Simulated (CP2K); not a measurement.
Crystal: Bi2Te3 (Tellurobismuthite).

```xyz
5
Lattice="10.4763 0.0000 0.0000 9.5582 4.2888 0.0000 9.5582 2.0461 3.7693" Properties=species:S:1:pos:R:3 pbc="T T T"
Bi   17.7556    3.8010    2.2616
Bi   11.8371    2.5340    1.5077
Te   23.3930    5.0078    2.9796
Te    6.1997    1.3272    0.7897
Te    0.0000    0.0000    0.0000
```

Base run:

```yaml
Program: CP2K 2026.2
Functional: PBE
Potentials_or_basis: POTENTIAL_UZH Bi GTH-SCAN-q5, Te GTH-SCAN-q6; DZVP-MOLOPT-SR-GTH basis
Density_cutoff: 6123 eV
k_mesh: 7 × 7 × 7
Occupations: fermi-dirac, width 0.05 eV
Spin: no spin polarisation
```

Its results: band gap on the k mesh 0.31 eV, direct; pressure 0.7 GPa; largest force 0.262 eV/Å.

Problem. The run is repeated on the same cell with these changes: potentials or basis from POTENTIAL_UZH Bi GTH-SCAN-q5, Te GTH-SCAN-q6; DZVP-MOLOPT-SR-GTH basis to GTH_POTENTIALS Bi GTH-BLYP-q5, Te GTH-BLYP-q6; DZVP-MOLOPT-SR-GTH basis; potentials from Bi GTH-SCAN-q5 of POTENTIAL_UZH, Te GTH-SCAN-q6 of POTENTIAL_UZH to Bi GTH-BLYP-q5 of GTH_POTENTIALS, Te GTH-BLYP-q6 of GTH_POTENTIALS. What comes out?

Solution. Band gap on the k mesh 0.25 eV, direct; pressure 2.1 GPa; largest force 0.028 eV/Å.

Caveats: the potentials were made for another functional, which shifts forces and pressure; spin-orbit coupling is left out, which as a rule narrows the gap of such compounds by several tenths of an eV; the basis of atomic orbitals isn't converged, which shifts pressures, moduli and gaps.
